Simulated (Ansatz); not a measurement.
# CH5Al2F: one species, many methods

Aim: compute CH5Al2F with functionals from several rungs and with coupled cluster, and see how far each lands from CCSD(T) at the basis-set limit for the atomisation energy.

Method: functionals in def2-TZVPP, the program's frozen cores in correlated methods; program: Ansatz 0.2.0, Gaussian basis.

Levels to be run: LDA (SPW92), PBE-D4, revPBE-D4, BLYP-D4, r2SCAN-D4, B97M-V, PBE0-D4, B3LYP-D4, r2SCANh-D4, r2SCAN0-D4, HSE06-D4, BHLYP-D4, CAM-B3LYP-D4, LC-ωPBE, ωB97X-V, ωB97M-V, B2PLYP, PBE-QIDH; CCSD(T)/def2-SVP; CCSD(T)/def2-TZVPP; MP2/def2-QZVPP; extrapolation to the limit; RPA on PBE.

## 1. The geometry

All runs share one geometry, relaxed beforehand with PBE0-D4 in a triple-zeta def2 set.

SMILES `[CH3][AlH][AlH][F]`, 9 atoms, charge 0, spin multiplicity 1.

Atoms are counted from 1 here; the program's logs count them from 0.

Bond lengths: C1–Al2 1.958 Å, C1–H5 1.095 Å, C1–H6 1.097 Å, C1–H7 1.091 Å, Al2–Al3 2.599 Å, Al2–H8 1.598 Å, Al3–F4 1.662 Å, Al3–H9 1.593 Å. Angles: Al2–C1–H5 110.4°, Al2–C1–H6 109.5°, Al2–C1–H7 114.4°, H5–C1–H6 106.2°, H5–C1–H7 108.2°, H6–C1–H7 107.8°, C1–Al2–Al3 123.6°, C1–Al2–H8 117.1°, Al3–Al2–H8 119.4°, Al2–Al3–F4 115.8°, Al2–Al3–H9 130.4°, F4–Al3–H9 113.8°.

## 2. LDA

This LDA is Slater exchange with PW92 correlation.

Input file in.yaml:

```yaml
crystal:
  periodic: [false, false, false]
  atoms:
    - {symbol: C, position_ang: [-0.301868, 0.945786, -1.465396]}
    - {symbol: Al, position_ang: [-0.305627, -0.652344, -0.334396]}
    - {symbol: Al, position_ang: [0.568583, -0.683874, 2.112642]}
    - {symbol: F, position_ang: [2.198410, -0.955373, 2.295497]}
    - {symbol: H, position_ang: [0.162689, 0.727477, -2.432799]}
    - {symbol: H, position_ang: [-1.334918, 1.243040, -1.681825]}
    - {symbol: H, position_ang: [0.207827, 1.806207, -1.028186]}
    - {symbol: H, position_ang: [-0.898510, -1.992019, -0.971641]}
    - {symbol: H, position_ang: [-0.208284, -0.485199, 3.489004]}
basis:
  gaussian: {orbitals: def2-TZVPP}
hamiltonian: {xc: lda}
output: {orbitals: {seedname: orbitals}}
```

On the command line:

```console
$ ansatz run in.yaml --threads 2 --pin off --events-out ev --progress --plain --max-ram 4352MiB
```

After this run come: PBE-D4 (GGA); revPBE-D4 (GGA); BLYP-D4 (GGA); r2SCAN-D4 (meta-GGA); B97M-V (meta-GGA); PBE0-D4 (hybrid); B3LYP-D4 (hybrid); r2SCANh-D4 (hybrid); r2SCAN0-D4 (hybrid); HSE06-D4 (hybrid); BHLYP-D4 (hybrid); CAM-B3LYP-D4 (range-separated); LC-ωPBE (range-separated); ωB97X-V (range-separated); ωB97M-V (range-separated); B2PLYP (double hybrid); PBE-QIDH (double hybrid); CCSD(T) in def2-SVP; CCSD(T) in def2-TZVPP; MP2 in def2-QZVPP; RPA on PBE orbitals.

Before running them: what should the planned runs give, taken together? Wanted: atomisation energy, CCSD(T)/CBS; farthest beyond LDA; mean size of error, GGA; mean size of error, meta-GGA; mean size of error, hybrid; mean size of error, range-separated; mean size of error, double hybrid; gap, smallest and largest; T1 diagnostic.

As calculated:

| quantity | value |
| --- | --- |
| atomisation energy, CCSD(T)/CBS | 2905.4 kJ/mol |
| functionals within 14.5 kJ/mol (0.5 %) | PBE-D4, r2SCAN-D4, CAM-B3LYP-D4, ωB97X-V |
| farthest beyond LDA | BHLYP-D4 (-80.1 kJ/mol) |
| mean size of error, GGA | 42.9 kJ/mol |
| mean size of error, meta-GGA | 13.7 kJ/mol |
| mean size of error, hybrid | 42.1 kJ/mol |
| mean size of error, range-separated | 10.4 kJ/mol |
| mean size of error, double hybrid | 44.5 kJ/mol |
| gap, smallest and largest | 2.97 eV (LDA (SPW92)), 9.44 eV (LC-ωPBE) |
| T1 diagnostic | 0.0119 |
| triples share of the correlation energy | 3.0 % |

What this shows: The LDA atomisation energy is off by 308.2 kJ/mol (11 %): it overbinds. PBE-D4 is off by -12.5 kJ/mol. Double hybrids carry the basis error of their MP2 part in triple zeta, and no dispersion term here, so their miss is partly the set-up's. The rungs range-separated, meta-GGA miss on average by less than the doubt on the reference (14.5 kJ/mol), so they tie. The reference freezes the cores and leaves out relativity and excitations past (T), so misses under about 14.5 kJ/mol can't be ranked. Hartree-Fock recovers 76 % of the binding; the rest is correlation. CCSD(T) in def2-SVP is off by -166.2 kJ/mol, more than most functionals: a good method in a small basis is no reference. The gap grows from 3.0 to 9.4 eV across the functionals, mostly with the share of exact exchange.
